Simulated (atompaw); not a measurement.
# Se: the cost of one run

The numbers are computed with atompaw 4.2.0.5 (PBE, scalar-relativistic, spin-unpolarised reference atom).

### Step 1. The atom and the settings

Typed settings, in words:

* element: selenium (Se, Z = 34)
* type: PAW
* frozen core: [Ar]
* valence charge: 16
* reference configuration: 3d10 4s2 4p4
* partial waves: 4s (bound): rc 1.75 bohr; 4s channel at -0.85 Ry: rc 1.75 bohr; 4p (bound): rc 1.75 bohr; 4p channel at 1.75 Ry: rc 1.75 bohr; 3d (bound): rc 0.75 bohr; 3d channel at 1.1 Ry: rc 0.75 bohr
* local potential: ultrasoft scheme with l = 3 at 1 Ry, radius 1.70 bohr
* core correction: smooth core density matched at 1.30 bohr
* augmentation charge: besselshape compensation charge, radius 1.65 bohr; PAW radius 1.75 bohr; waves and projectors: custom polynom gramschmidtortho

The outer shells as boxes (Hund's rule for the drawing; the calculation is spin-unpolarised):

```
[Ar] core
3d [↑↓][↑↓][↑↓][↑↓][↑↓]
4s [↑↓]
4p [↑↓][↑ ][↑ ]
```

The nodes and maxima of the atom's own shells, from an earlier all-electron run, set the scale for the radii.

All-electron outer shells of the reference configuration (PBE, scalar-relativistic, ld1.x):

```json
{"shell": "3s", "level (eV)": "-213.51", "outermost node (bohr)": "0.24", "outermost maximum (bohr)": "0.50"}
{"shell": "3p", "level (eV)": "-152.98", "outermost node (bohr)": "0.21", "outermost maximum (bohr)": "0.50"}
{"shell": "3d", "level (eV)": "-53.12", "outermost node (bohr)": "–", "outermost maximum (bohr)": "0.45"}
{"shell": "4s", "level (eV)": "-17.29", "outermost node (bohr)": "0.70", "outermost maximum (bohr)": "1.51"}
{"shell": "4p", "level (eV)": "-6.51", "outermost node (bohr)": "0.74", "outermost maximum (bohr)": "1.82"}
```

### Step 2. Generating the potential

Input file Se.input:

```
Se 34
GGA-PBE scalarrelativistic loggrid 1500 logderivrange -6 5 276
4 4 3 0 0 0
4 1 4
0 0 0
c
c
c
v
c
c
v
v
2
1.75 1.65 1.70 1.30
y
-0.85
n
y
1.75
n
y
1.1
n
custom polynom gramschmidtortho besselshape
3 1 ultrasoft
1.75
1.75
1.75
1.75
0.75
0.75
PWSCFOUT
UPFDX 0.0125d0 UPFXMIN -7.d0 UPFZMESH 34.d0
END
```

Command:

```bash
$ atompaw < Se.input > Se.log
```

**Question.** How long does this run take on 1 thread of Intel Xeon Platinum 8488C, shared host?

About 7.3 s.
